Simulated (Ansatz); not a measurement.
# GeN: the cost of one run

Computed with Ansatz 0.2.0 (DFT PBE, scalar-relativistic, plane waves, PAW, unless a step names another level, unless a step's input says otherwise).

3 further runs of the same task are left out: 3 that didn't finish.

## 1. The structure to begin with

It takes space group Pnnm (No. 58, orthorhombic). The conventional cell has a = 5.054 Å, b = 7.795 Å, c = 3.098 Å, α = 90.00°, β = 90.00°, γ = 90.00°. Around Ge (site symmetry m) lie 3 N at 1.86 to 1.88 Å. N (site symmetry m) is surrounded by 3 Ge at 1.86 to 1.88 Å.

Structure file:

```
CELL_PARAMETERS angstrom
5.05388 0.00000 0.00000
0.00000 7.79540 0.00000
0.00000 0.00000 3.09764
ATOMIC_POSITIONS crystal
Ge 0.95013 0.84300 0.00000
Ge 0.45013 0.65700 0.50000
Ge 0.54987 0.34300 0.50000
Ge 0.04987 0.15700 0.00000
N 0.26540 0.71393 0.00000
N 0.76540 0.78607 0.50000
N 0.23460 0.21393 0.50000
N 0.73460 0.28607 0.00000
```

It came out lowest among 32 distinct ends of the trial cells. At a tolerance of 0.02 Å it has space group Pnnm (No. 58).

## 2. A stricter relaxation, on the response runs' mesh and smearing

The input, input.yaml:

```yaml
crystal:
  lattice:
    - [5.0538759676, 0.0, 0.0]
    - [0.0, 7.7953993364, 0.0]
    - [0.0, 0.0, 3.0976424745]
  atoms:
    - { symbol: Ge, position: [0.9501315583, 0.8430039933, 0.0] }
    - { symbol: Ge, position: [0.4501315583, 0.6569960067, 0.5] }
    - { symbol: Ge, position: [0.5498684417, 0.3430039933, 0.5] }
    - { symbol: Ge, position: [0.0498684417, 0.1569960067, 0.0] }
    - { symbol: "N", position: [0.265400055, 0.7139271591, 0.0] }
    - { symbol: "N", position: [0.765400055, 0.7860728409, 0.5] }
    - { symbol: "N", position: [0.234599945, 0.2139271591, 0.5] }
    - { symbol: "N", position: [0.734599945, 0.2860728409, 0.0] }
basis:
  ecutwfc: 420
kpoints:
  mp_grid: { grid: [8, 6, 12] }
hamiltonian:
  xc: pbe
scf:
  occupations: { method: fixed }
output:
  forces: true
  stress: true
  eigenvalues: true
relax:
  adjacent_minimum: "off"
  f_tol: 0.001
  max_steps: 60
  cell: { stress_tol: 0.01 }
```

Command:

```sh
$ ansatz run input.yaml --threads 3 --pin off --max-ram 7680MiB --backend cpu --events-out ev --progress --plain --runs-dir out
```

Q: Estimate wall time and peak memory on 3 threads of AMD EPYC 7R43 (Zen 3), shared host.

About 3.7 min, with a peak of 0.87 GiB.
